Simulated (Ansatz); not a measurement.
**ReBi (zincblende): equation of state**

How stiff is ReBi (zincblende)? Energies and pressures are computed at volumes on both sides of the relaxed cell and fitted. This structure was made by substitution into a known type, so it needn't be the compound's stable form.

Computed with Ansatz 0.2.0 (DFT PBE, scalar-relativistic, plane waves, PAW, unless a step's input says otherwise).

1 further run of the same task is left out (set aside as unsound or not needed). Runs told in other sessions of the task aren't counted.

### Step 1. The structure to begin with

Symmetry: F-43m, No. 216, cubic system. Conventional cell: a = 6.220 Å, b = 6.220 Å, c = 6.220 Å, α = 90.00°, β = 90.00°, γ = 90.00°. Around Re (site symmetry -43m) lie 4 Bi at 2.69 Å. Around Bi (site symmetry -43m) lie 4 Re at 2.69 Å.

As a file:

```
CELL_PARAMETERS angstrom
0.00000 3.10976 3.10976
3.10976 0.00000 3.10976
3.10976 3.10976 0.00000
ATOMIC_POSITIONS crystal
Re 0.00000 0.00000 0.00000
Bi 0.25000 0.25000 0.25000
```

An earlier run at PBE left this cell at 30.073 Å³/atom and 0.00 GPa (10×10×10 mesh).

Volume factors to run: 0.980, 1.020, 0.960, 1.040, 1.070, 1.100, 0.945.

### Step 2. Volume × 0.980

Contents of input.yaml:

```yaml
crystal:
  lattice:
    - [0.0, 3.0888866152, 3.0888866152]
    - [3.0888866152, 0.0, 3.0888866152]
    - [3.0888866152, 3.0888866152, 0.0]
  atoms:
    - { symbol: Re, position: [0.0, 0.0, 0.0] }
    - { symbol: Bi, position: [0.25, 0.25, 0.25] }
basis:
  ecutwfc: 420
  ecutrho_ratio: 4
kpoints:
  mp_grid: { grid: [10, 10, 10] }
hamiltonian:
  xc: pbe
scf:
  occupations: { method: gaussian, width: 0.05 }
output:
  forces: true
  stress: true
  eigenvalues: true
```

Started as:

```console
> ansatz run input.yaml --threads 2 --pin off --max-ram 2662MiB --backend cpu --events-out ev --progress --plain --runs-dir out
```

Further steps of the session: Volume × 1.020; At 0.960 of the relaxed volume; At 1.040 of the relaxed volume; Volume × 1.070; Volume × 1.100; Scaling the volume by 0.945.

What does the calculation give? Wanted: V0; B0; B0′; scatter of the fit.

**Answer**, as computed:

| quantity | value |
| --- | --- |
| V0 | 30.068 Å³/atom |
| B0 | 80 GPa |
| B0′ | 4.6 |
| scatter of the fit | 0.007 meV/atom |

What this shows: The fitted minimum lies at 30.07 Å³/atom, and the bulk modulus is 80 GPa. One per cent of compression takes about 0.80 GPa. These are values at 0 K without zero-point motion. Spin–orbit coupling is left out, though the cell holds Bi; in elements this heavy it can shift levels and gaps by tenths of an eV.
